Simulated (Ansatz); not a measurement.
# FGeH3, SMILES [F][GeH3]: a search for lower mean-field states

Computed with the Python package of Ansatz (0.2.0).

The cells in order, each with its output:

In [1]:
```python
import ansatz
import numpy as np
```

In [2]:
```python
geometry_ang = [
    ('F', [-1.051, 0.4787, 1.2199]),
    ('Ge', [0.0149, -0.0218, -0.0334]),
    ('H', [1.2912, -0.5227, 0.6197]),
    ('H', [-0.5539, -1.1609, -0.8461]),
    ('H', [0.3488, 1.153, -1.0014]),
]
system = ansatz.Crystal.molecule()
for symbol, xyz in geometry_ang:
    system = system.atom(symbol, xyz)
symbols = [site.symbol for site in system.cartesian_sites]
```

In [3]:
```python
start = np.array([site.position_ang for site in system.cartesian_sites])
for factor in [1.0, 1.25, 1.6]:
    xyz = (start - start.mean(axis=0)) * factor
    scaled = ansatz.Crystal.molecule()
    for symbol, place in zip(symbols, xyz):
        scaled = scaled.atom(symbol, place.tolist())
    base = (
        scaled.calculation()
        .basis(gaussian='def2-TZVP')
        .functional('pbe0')
        .spin('collinear')
    )
    for search in ('off', 'standard'):
        try:
            rep = base.scf(lower_state_search=search).run().report
        except ansatz.AnsatzError as error:
            print(f'x{factor} search {search}: {type(error).__name__}')
            continue
        state = rep['mean_field']['state']
        print(f'all distances x{factor}, search {search:8s} E = {rep["free_energy_ev"]:.5f} eV  <S^2> = {abs(state["spin_squared"]):.3f}  other states met: {len(rep["mean_field"]["others"])}')
```
```text
all distances x1.0, search off      E = -59275.95656 eV  <S^2> = 0.000  other states met: 0
all distances x1.0, search standard E = -59275.95656 eV  <S^2> = 0.000  other states met: 0
all distances x1.25, search off      E = -59272.42762 eV  <S^2> = 0.000  other states met: 0
all distances x1.25, search standard E = -59272.42762 eV  <S^2> = 0.000  other states met: 0
all distances x1.6, search off      E = -59265.61584 eV  <S^2> = 0.000  other states met: 0
all distances x1.6, search standard E = -59265.99050 eV  <S^2> = 0.970  other states met: 11
```

What to keep in mind:
- The settings weren't tested for convergence.
- The count of other states can hold repeated and symmetry-equivalent ends of the search; scaling all distances is a test, and for more than two atoms no physical path.
- The geometry comes from a force field and isn't relaxed at this level.
- The expectation value of S² is noticeably off S(S+1) in at least one run, so that state is spin-contaminated.
- It ran for 17 s on 1 thread of Intel(R) Xeon(R) 6975P-C (Granite Rapids), with other jobs on the host, peak memory 0.36 GiB.

(Lines on the test bed's own set-up are left out of the output.)
